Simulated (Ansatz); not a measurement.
I need the interaction energy of a dimer with the counterpoise correction of H2OSSi, SMILES O[Si]S. Use Ansatz 0.2.0 through its Python package. Use (for the species named): PBE, def2-SVP basis, multiplicity 1, D3BJ dispersion.

```csv
atom,x (Å),y (Å),z (Å)
O,-1.2087,-0.7436,-0.4323
Si,-0.7794,0.8786,-0.2919
S,1.0583,0.7953,0.7356
H,-0.8457,-1.3015,0.2265
H,1.8254,0.2976,-0.2793
```

Script `h2ossi.py`:
```python
# -*- coding: utf-8 -*-
"""Binding of a H2OSSi dimer at a trial geometry."""

import ansatz as az

FIRST = [
    ("O", (-1.2187, -0.7289, -0.424)),
    ("Si", (-0.7894, 0.8933, -0.2836)),
    ("S", (1.0483, 0.81, 0.7439)),
    ("H", (-0.8557, -1.2868, 0.2348)),
    ("H", (1.8154, 0.3123, -0.271)),
]
SECOND = [
    ("O", (5.8545, 5.1066, -0.2245)),
    ("Si", (5.5898, 3.5676, -0.8547)),
    ("S", (3.9983, 2.8417, 0.3201)),
    ("H", (5.5907, 5.2133, 0.6677)),
    ("H", (3.0048, 3.6261, -0.1935)),
]

def energy(atoms, ghosts=()):
    molecule = az.Crystal.molecule()
    for symbol, xyz in atoms:
        molecule = molecule.atom(symbol, xyz)
    calc = (
        molecule.calculation()
        .basis(gaussian="def2-SVP")
        .functional("pbe", dispersion="d3bj")
    )
    deck = calc.input()
    if ghosts:
        deck = deck.set(az.key.basis.gaussian.ghost_atoms, [{"symbol": s, "position_ang": list(xyz)} for s, xyz in ghosts])
    return az.Session.from_dict(deck).plan().execute().report["free_energy_ev"]


def main():
    # monomers in their own basis and in the basis of the dimer
    both = energy(FIRST + SECOND)
    alone = energy(FIRST) + energy(SECOND)
    ghosted = energy(FIRST, SECOND) + energy(SECOND, FIRST)
    print(f"dimer {both:.6f} eV")
    print(f"interaction, uncorrected   {(both - alone):8.3f} eV")
    print(f"interaction, counterpoise  {(both - ghosted):8.3f} eV")
    print(f"basis-set superposition    {(alone - ghosted):8.3f} eV")


if __name__ == "__main__":
    main()
```

Output of `python h2ossi.py`:
```text
dimer -41549.664550 eV
interaction, uncorrected     -0.097 eV
interaction, counterpoise    -0.051 eV
basis-set superposition       0.047 eV
```

Uncorrected it is -0.097 eV, with the counterpoise correction -0.051 eV; the difference, 0.05 eV, is the superposition error.

These settings explore the input space; basis and method may be short of convergence. The dimer is a generated trial pose of unrelaxed monomers, not a minimum, so the figure is no binding energy, and the basis set is small. The whole script took 10 s on 1 thread of Arm Neoverse V1, with other jobs on the host, peak memory 0.21 GiB.

(A comment or docstring line of the script was reworded after the run, the code is as it ran; lines on the test bed's own set-up are left out of the output.)
